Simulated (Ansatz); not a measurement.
Run this with Ansatz 0.2.0 through its Python package and show what comes out.

Script `convert_ba3mnf12.py`:
```python
# -*- coding: utf-8 -*-
from pathlib import Path

import ansatz as az

crystal = (
    az.Lattice.from_parameters(6.800096, 8.167364, 8.167364, alpha=119.35473, beta=91.32644, gamma=91.32644)
    .atom('Ba', (0.5, 0.0, 0.0))
    .atom('Ba', (0.0, 0.5, 0.0))
    .atom('Ba', (0.0, 0.0, 0.5))
    .atom('Mn', (0.0, 0.0, 0.0))
    .atom('F', (0.776806, 0.28136, 0.139911))
    .atom('F', (0.223194, 0.71864, 0.860089))
    .atom('F', (0.779296, 0.292195, 0.723375))
    .atom('F', (0.223194, 0.860089, 0.71864))
    .atom('F', (0.220704, 0.707805, 0.276625))
    .atom('F', (0.776806, 0.139911, 0.28136))
    .atom('F', (0.163988, 0.19598, 0.01463))
    .atom('F', (0.220704, 0.276625, 0.707805))
    .atom('F', (0.836012, 0.80402, 0.98537))
    .atom('F', (0.779296, 0.723375, 0.292195))
    .atom('F', (0.836012, 0.98537, 0.80402))
    .atom('F', (0.163988, 0.01463, 0.19598))
    .moments(Mn=4)
)

model = (
    crystal.calculation()
    .scf(tolerance=1e-07, extra_bands=8)
    .occupations('Gaussian')
    .kpoints(4, center='gamma')
    .spin('collinear')
    .functional(az.Functional.PBESOL)
    .hubbard('Mn', 'd', u_eff=5.0)
    .relax(cell=True, pressure=1)
)
Path('written.yaml').write_text(model.to_yaml())
back = az.Calculation.from_yaml('written.yaml')
print(back.to_python())
print('same input:', back.to_yaml() == model.to_yaml())
```

```console
$ python convert_ba3mnf12.py
(
    az.Lattice.from_parameters(6.800096, 8.167364, 8.167364, alpha=119.35473, beta=91.32644, gamma=91.32644)
    .atom("Ba", (0.5, 0.0, 0.0))
    .atom("Ba", (0.0, 0.5, 0.0))
    .atom("Ba", (0.0, 0.0, 0.5))
    .atom("Mn", (0.0, 0.0, 0.0))
    .atom("F", (0.776806, 0.28136, 0.139911))
    .atom("F", (0.223194, 0.71864, 0.860089))
    .atom("F", (0.779296, 0.292195, 0.723375))
    .atom("F", (0.223194, 0.860089, 0.71864))
    .atom("F", (0.220704, 0.707805, 0.276625))
    .atom("F", (0.776806, 0.139911, 0.28136))
    .atom("F", (0.163988, 0.19598, 0.01463))
    .atom("F", (0.220704, 0.276625, 0.707805))
    .atom("F", (0.836012, 0.80402, 0.98537))
    .atom("F", (0.779296, 0.723375, 0.292195))
    .atom("F", (0.836012, 0.98537, 0.80402))
    .atom("F", (0.163988, 0.01463, 0.19598))
    .moments({"Mn": 4.0})
    .calculation()
    .kpoints(4, 4, 4, shift=(0.0, 0.0, 0.0))
    .functional("pbesol")
    .hubbard("Mn", "d", u_eff=5.0)
    .spin("collinear")
    .scf(extra_bands=8, tolerance=1e-07)
    .occupations(method="gaussian")
    .relax(cell=True, pressure=1.0)
)

same input: True
```

`written.yaml`, as written:
```yaml
crystal:
  lattice:
    a: 6.800096
    b: 8.167364
    c: 8.167364
    alpha: 119.35473
    beta: 91.32644
    gamma: 91.32644
  atoms:
    - { symbol: Ba, position: [0.5, 0.0, 0.0] }
    - { symbol: Ba, position: [0.0, 0.5, 0.0] }
    - { symbol: Ba, position: [0.0, 0.0, 0.5] }
    - { symbol: Mn, position: [0.0, 0.0, 0.0] }
    - { symbol: F, position: [0.776806, 0.28136, 0.139911] }
    - { symbol: F, position: [0.223194, 0.71864, 0.860089] }
    - { symbol: F, position: [0.779296, 0.292195, 0.723375] }
    - { symbol: F, position: [0.223194, 0.860089, 0.71864] }
    - { symbol: F, position: [0.220704, 0.707805, 0.276625] }
    - { symbol: F, position: [0.776806, 0.139911, 0.28136] }
    - { symbol: F, position: [0.163988, 0.19598, 0.01463] }
    - { symbol: F, position: [0.220704, 0.276625, 0.707805] }
    - { symbol: F, position: [0.836012, 0.80402, 0.98537] }
    - { symbol: F, position: [0.779296, 0.723375, 0.292195] }
    - { symbol: F, position: [0.836012, 0.98537, 0.80402] }
    - { symbol: F, position: [0.163988, 0.01463, 0.19598] }
kpoints:
  mp_grid:
    grid: [4, 4, 4]
    shift: [0.0, 0.0, 0.0]
hamiltonian:
  xc: pbesol
  hubbard:
    - { species: Mn, l: d, u_eff: 5.0 }
magnetization:
  spin_polarized: true
  per_species:
    Mn: 4.0
scf:
  n_extra_bands: 8
  convergence:
    dr2_threshold: 1.0e-07
  occupations:
    method: gaussian
relax:
  cell:
    p_target: 1.0
```

The input is only written out: it wasn't run, and its settings aren't tested. The structure comes from a database and needn't be a stable phase.

(A comment or docstring line of the script was reworded after the run, the code is as it ran.)
